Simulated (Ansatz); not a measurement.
# GaH5Se: a nudged elastic band, and a look at its input

A nudged elastic band is wanted. The input is run as typed. The step meant is a four-centre ligand exchange at charge 0 and multiplicity 1, which changes Ga1–Se6, H2–H5, Ga1–H2, H5–Se6.

Method: PBE0-D4/def2-SVP; program: Ansatz 0.2.0, Gaussian basis.

**1. The structure**

```
Ga   -0.8942   -0.2113   -0.7425
H     0.1653    0.1328   -1.8550
H    -1.2132   -1.7214   -0.4287
H    -1.9279    0.8925   -0.3019
H     1.8640   -0.6194    0.9014
Se    0.7084    0.1234    1.4206
H     1.2976    1.4032    1.0062
```

**2. The run**

run/in.yaml

```yaml
crystal:
  periodic: [false, false, false]
  atoms:
    - {symbol: Ga, position_ang: [-0.894213, -0.211267, -0.742542]}
    - {symbol: H, position_ang: [0.165332, 0.132849, -1.854975]}
    - {symbol: H, position_ang: [-1.213202, -1.721399, -0.428705]}
    - {symbol: H, position_ang: [-1.927879, 0.892517, -0.301905]}
    - {symbol: H, position_ang: [1.864027, -0.619435, 0.901390]}
    - {symbol: Se, position_ang: [0.708446, 0.123418, 1.420563]}
    - {symbol: H, position_ang: [1.297589, 1.403218, 1.006175]}
basis:
  gaussian: {orbitals: def2-SVP}
hamiltonian: {xc: pbe0, dispersion: d4}
neb:
  images: 5
  climbing: true
  max_iterations: 3
  initial_path: idpp
  final_atoms:
    - {symbol: Ga, position_ang: [-0.845691, -0.181992, 0.189375]}
    - {symbol: H, position_ang: [0.850198, -0.349123, -2.028985]}
    - {symbol: H, position_ang: [-1.292825, -1.624507, -0.201913]}
    - {symbol: H, position_ang: [-1.317851, 1.147170, -0.476835]}
    - {symbol: H, position_ang: [1.326628, -0.347673, -1.450337]}
    - {symbol: Se, position_ang: [0.602276, -0.054642, 2.007811]}
    - {symbol: H, position_ang: [0.677366, 1.410666, 1.960883]}
```

Launch:

```
$ ansatz run in.yaml --threads 2 --pin off --events-out ev --progress --plain --max-ram 4352MiB
```

What does the calculation give? Wanted: this run.

The runs gave:

```
quantity               value
this run       not converged
   fault  too few iterations
```

**Reading.** Three iterations were allowed, too few to relax the band.
